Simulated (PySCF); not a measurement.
# A diatomic session: AlTe−

The task here is to estimate one member of a computed series from the others.

The runs use PySCF 2.14.0; Al def2-SVPD, Te def2-SVPD with ECP28, scalar-relativistic core potentials.

The first run:

Settings of the job:

* atoms: Al, Te
* charge: -1
* basis: Al def2-SVPD, Te def2-SVPD with ECP28
* Hamiltonian: scalar-relativistic core potentials
* basis functions: 59
* electrons treated: 38
* masses in u: 26.9815, 129.9062
* levels: PBE0, PBE, r²SCAN, TPSS, B2PLYP, M06, HSE06, HF, MP2, SCS-MP2, CCSD, CCSD(T)
* grid: 80 radial by 434 angular points
* occupations: held fixed by the projection of orbital angular momentum
* dissociation limit: Al + Te−, each in its ground configuration
* starting distance in angstrom: 2.615
* values of 2S to try: 0, 2

Started as:

```sh
> OMP_NUM_THREADS=1 python dia.py task.json out
```

Steps of the session up to this table: Input; PBE0 along the bond; Higher solutions at PBE0; PBE (GGA); r²SCAN (meta-GGA); TPSS (meta-GGA); B2PLYP; M06 (hybrid meta-GGA); HSE06 (range-separated hybrid); RHF; Adding correlation.

One of the session's tables, all rows but one given; the rest of the session is left out.

It belongs to the step «Constants by level of theory». 

```
      level  Re (Å)  ωe (cm⁻¹)  De (eV)
        RHF   2.466        378     2.55
    RHF-MP2   2.471        371     3.70
RHF-SCS-MP2   2.475        369     3.54
   RHF-CCSD   2.474        370     3.38
RHF-CCSD(T)   2.482        363     3.54
        PBE   2.490        350     3.84
       TPSS   2.482        355     3.77
     r²SCAN       ?          ?        ?
       PBE0   2.464        368     3.74
        M06   2.468        364     3.78
      HSE06   2.470        364     3.74
     B2PLYP   2.479        360     3.61
```

Estimate the missing values for r²SCAN.

As computed: Re (Å): 2.468; ωe (cm⁻¹): 365; De (eV): 3.82.

Limits of these values: The anion's highest level is positive in at least one run, so there the basis alone may hold the extra electron.
